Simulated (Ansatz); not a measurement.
# C₂H₇FSi₂: how energies converge with the basis set

One table from this session's results is given with a row withheld; the runs are named, their logs left out.

Method: one geometry, several basis sets; program: Ansatz 0.2.0, Gaussian basis.

Plan: PBE0-D4/def2-SVP; ωB97M-V/def2-SVP; PBE0-D4/def2-QZVPP; ωB97M-V/def2-QZVPP; the functionals' def2-TZVPP values are taken from earlier runs.

## Structure used throughout

The geometry comes from an earlier relaxation with PBE0-D4 in a triple-zeta def2 set; it is a stationary point, not always the lowest conformer.

12 atoms, charge 0, spin multiplicity 1.

Atoms are counted from 1 here; the program's logs count them from 0.

Bond lengths: F1–C2 1.389 Å, C2–Si3 1.870 Å, C2–C4 1.533 Å, C2–Si5 1.877 Å, Si3–H6 1.488 Å, Si3–H7 1.488 Å, Si3–H8 1.484 Å, C4–Si5 1.850 Å, C4–H9 1.088 Å, C4–H10 1.086 Å, Si5–H11 1.475 Å, Si5–H12 1.477 Å. Angles: F1–C2–Si3 112.7°, F1–C2–C4 113.5°, F1–C2–Si5 118.3°, Si3–C2–C4 118.9°, Si3–C2–Si5 120.5°, C4–C2–Si5 64.8°, C2–Si3–H6 106.8°, C2–Si3–H7 111.4°, C2–Si3–H8 110.3°, H6–Si3–H7 109.1°, H6–Si3–H8 109.7°, H7–Si3–H8 109.5°, C2–C4–Si5 66.6°, C2–C4–H9 112.8°, C2–C4–H10 117.9°, Si5–C4–H9 114.6°, Si5–C4–H10 124.2°, H9–C4–H10 112.8° and more.

The first run:

Input file in.yaml:

```yaml
crystal:
  periodic: [false, false, false]
  atoms:
    - {symbol: F, position_ang: [-1.563205, 0.235605, 1.194445]}
    - {symbol: C, position_ang: [-0.457973, 0.058187, 0.371618]}
    - {symbol: Si, position_ang: [1.002489, -0.683967, 1.274235]}
    - {symbol: C, position_ang: [-0.218535, 1.226996, -0.590292]}
    - {symbol: Si, position_ang: [-0.752400, -0.325689, -1.441771]}
    - {symbol: H, position_ang: [2.075254, -0.885675, 0.263136]}
    - {symbol: H, position_ang: [1.503597, 0.226697, 2.339449]}
    - {symbol: H, position_ang: [0.627867, -1.988657, 1.873853]}
    - {symbol: H, position_ang: [-0.987769, 1.992858, -0.522205]}
    - {symbol: H, position_ang: [0.783354, 1.641456, -0.647831]}
    - {symbol: H, position_ang: [-2.149855, -0.379534, -1.911682]}
    - {symbol: H, position_ang: [0.213977, -1.173575, -2.169156]}
basis:
  gaussian: {orbitals: def2-SVP}
hamiltonian: {xc: pbe0, dispersion: d4}
output: {orbitals: {seedname: orbitals}}
```

Steps of the session up to this table: PBE0-D4 in def2-SVP; ωB97M-V in def2-SVP; PBE0-D4 in def2-QZVPP; ωB97M-V in def2-QZVPP.

One of the session's tables, all rows but one given; the rest of the session is left out.

It belongs to the step «Density functionals: the series». 

```
functional       basis  HOMO (eV)  LUMO (eV)
   PBE0-D4    def2-SVP      -6.92       0.23
   PBE0-D4  def2-TZVPP      -6.95      -0.18
   PBE0-D4  def2-QZVPP          ?          ?
   ωB97M-V    def2-SVP      -9.04       2.14
   ωB97M-V  def2-TZVPP      -9.09       1.49
   ωB97M-V  def2-QZVPP      -9.11       1.15
```

Q: Estimate the row for PBE0-D4, def2-QZVPP from the others.

The run gave: HOMO (eV): -6.97; LUMO (eV): -0.30. In the column «HOMO (eV)» it lies between ωB97M-V, def2-SVP (-9.04) and PBE0-D4, def2-TZVPP (-6.95).
